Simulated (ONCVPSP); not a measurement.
# Ta: the cost of one run

Method: ONCVPSP 4.0.1.1 (patched build), PBEsol, scalar-relativistic.

## (1) The design

Typed settings, in words:

```
element                 : tantalum (Ta, Z = 73)
type                    : optimised norm-conserving Vanderbilt (ONCV)
frozen core             : [Kr] 4d10 4f14
valence charge          : 13
reference configuration : 5s2 5p6 5d3 6s2
partial waves           : 5s+6s: rc 1.90 bohr, ncon 4, nbas 9, qcut 6 1/bohr, 2 projectors; 5p: rc 1.30 bohr, ncon 4, nbas 8, qcut 5.6 1/bohr, 2 projectors, debl 2.4 Ha; 5d: rc 2.30 bohr, ncon 3, nbas 7, qcut 6 1/bohr, 2 projectors, debl 1 Ha; f scattering state at 0.23 Ha: rc 2.30 bohr, ncon 4, nbas 8, qcut 4.4 1/bohr, 1 projector
local potential         : polynomial inside 1.15 bohr (lpopt 4, dvloc0 4 Ha)
core correction         : Teter function, fcfact 5.75, rcfact 1.45
```

## (2) The generation run

Ta.dat

```
# ATOM AND REFERENCE CONFIGURATION
# atsym  z   nc   nv     iexc    psfile
  Ta 73.00   10    4  -116133      upf
#
#   n    l    f
    1    0    2.00
    2    0    2.00
    2    1    6.00
    3    0    2.00
    3    1    6.00
    3    2   10.00
    4    0    2.00
    4    1    6.00
    4    2   10.00
    4    3   14.00
    5    0    2.00
    5    1    6.00
    5    2    3.00
    6    0    2.00
#
# PSEUDOPOTENTIAL AND OPTIMIZATION
# lmax
    3
#
#   l,   rc,      ep,       ncon, nbas, qcut
    0    1.90    0.00    4    9    6.00
    1    1.30    0.00    4    8    5.60
    2    2.30    0.00    3    7    6.00
    3    2.30    0.23    4    8    4.40
#
# LOCAL POTENTIAL
# lloc, lpopt,  rc(5),   dvloc0
    4    4    1.15    4.00
#
# VANDERBILT-KLEINMAN-BYLANDER PROJECTORs
# l, nproj, debl
    0    2    3.90
    1    2    2.40
    2    2    1.00
    3    1    3.30
#
# MODEL CORE CHARGE
# icmod, fcfact, rcfact
    3    5.75    1.45
#
# LOG DERIVATIVE ANALYSIS
# epsh1, epsh2, depsh
   -4.00    5.00    0.02
#
# OUTPUT GRID
# rlmax, drl
    6.00    0.01
#
# TEST CONFIGURATIONS
# ncnf
    4
# nvcnf
#   n    l    f
    4
    5    0    2.00
    5    1    6.00
    5    2    3.00
    6    0    1.00
#
    4
    5    0    2.00
    5    1    6.00
    5    2    3.00
    6    0    0.00
#
    4
    5    0    2.00
    5    1    6.00
    5    2    2.00
    6    0    0.00
#
    5
    5    0    2.00
    5    1    6.00
    5    2    3.00
    6    0    0.00
    6    1    2.00
#
```

Command:

```
$ oncvpsp.x < Ta.dat > Ta.out
```

**Question.** How long does this run take on 1 thread of Neoverse-N1, shared host?

About 8.5 s.
